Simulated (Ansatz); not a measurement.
**SnSe2: a line through an energy map**

How does the energy of SnSe2 (P-3m1, No. 164; 3 atoms in the cell) vary with c/a of the conventional cell, at volume per atom = 24.22 Å³?

The COD entry's cell or inner coordinates are ideal or old and differ from later refinements, so a difference from it is no clean test against experiment.

Program: Ansatz 0.2.0. Level of theory: DFT PBE+D3(BJ), scalar-relativistic, plane waves, PAW. These are calculated values, not measurements.

17 further runs of the same task are left out: 1 that didn't finish, 16 set aside as unsound or not needed.

**1. The system as given**

The structure is trigonal, space group P-3m1 (No. 164). Conventional cell: a = 3.840 Å, b = 3.840 Å, c = 6.010 Å, α = 90.00°, β = 90.00°, γ = 120.00°. Sn (site symmetry -3m) is surrounded by 6 Se at 2.73 Å. Se (site symmetry 3m) has 3 Sn at 2.73 Å as nearest neighbours.

Structure file:

```cif
data_structure
_symmetry_space_group_name_H-M 'P 1'
_symmetry_Int_Tables_number 1
_cell_length_a 3.8400
_cell_length_b 3.8400
_cell_length_c 6.0099
_cell_angle_alpha 90.000
_cell_angle_beta 90.000
_cell_angle_gamma 120.000
_cell_volume 76.75
loop_
_atom_site_label
_atom_site_type_symbol
_atom_site_fract_x
_atom_site_fract_y
_atom_site_fract_z
_atom_site_occupancy
Sn1 Sn 0.00000 0.00000 0.00000 1
Se1 Se 0.33333 0.66667 0.26513 1
Se2 Se 0.66667 0.33333 0.73487 1
```

This cell was relaxed beforehand with the same method: volume 25.58 Å³/atom, gap on the mesh 0.35 eV.

**2. The scan**

The energy is mapped over volume and the cell's shape.

- volume per atom: 7 values from 21.49 to 29.68 Å³
- c/a of the conventional cell: 7 values from 1.305 to 1.877

Nothing else is relaxed (fractional coordinates fixed). Energies count from the relaxed crystal. Points are written as (first, second).

**3. Point (24.22 Å³, 1.305)**

Contents of input.yaml:

```yaml
crystal:
  lattice:
    - [4.0062625915, 0.0, 0.0]
    - [-2.0031312958, 3.4695251785, 0.0]
    - [0.0, 0.0, 5.2269708031]
  atoms:
    - { symbol: Sn, position: [0.0, 0.0, 0.0] }
    - { symbol: Se, position: [0.3333333333, 0.6666666667, 0.2651331237] }
    - { symbol: Se, position: [0.6666666667, 0.3333333333, 0.7348668763] }
basis:
  ecutwfc: 420
kpoints:
  mp_grid: { grid: [12, 12, 6] }
hamiltonian:
  xc: pbe
  dispersion: d3bj
scf:
  occupations: { method: gaussian, width: 0.03 }
output:
  forces: true
  stress: true
  eigenvalues: true
```

Started as:

```bash
> ansatz run input.yaml --threads 1 --pin off --max-ram 2048MiB --backend cpu --events-out ev --progress --plain --runs-dir out
```

Further runs follow: the other points of the line.

Before running it: what results should come out? Wanted: for each run, c/a of the conventional cell; energy; slope; pressure; largest force on an atom.

The runs gave:

| c/a of the conventional cell | step | energy (meV/atom) | slope (meV/atom per unit) | pressure (GPa) | band gap on the k-mesh (eV) | largest force on an atom (eV/Å) |
| --- | --- | --- | --- | --- | --- | --- |
| 1.305 | 3 | 89 | −465 | 3.83 | 0.00 | 1.15 |
| 1.386 | 4 | 55 | −376 | 4.10 | 0.00 | 0.99 |
| 1.473 | 5 | 28 | −227 | 4.18 | 0.18 | 0.76 |
| 1.565 | – | 17 | −5 | 4.17 | 0.40 | 0.47 |
| 1.663 | 6 | 30 | 269 | 4.12 | 0.39 | 0.10 |
| 1.767 | 7 | 74 | 573 | 4.13 | 0.00 | 0.30 |
| 1.877 | 8 | 152 | 849 | 4.29 | 0.00 | 0.64 |

Energies count from the relaxed crystal. Rows without a step come from runs not printed here or follow by symmetry. Slopes come from the forces (and the stress, where the cell changes), not from differences of energies.

The lowest point of the line is at 1.565, 17 meV/atom from the zero. A fit to energies and slopes at the lowest point and its two neighbours puts the minimum at 1.5670, with a curvature of about 2600 meV/atom per (unit)². The highest point computed, at 1.877, lies 135 meV/atom above the lowest. The gap on the mesh reads zero on part of the line; semilocal functionals close small gaps early. This is one cut through a surface in two coordinates; the map's lowest point lies off it. The gap on the mesh closes on part of the grid.
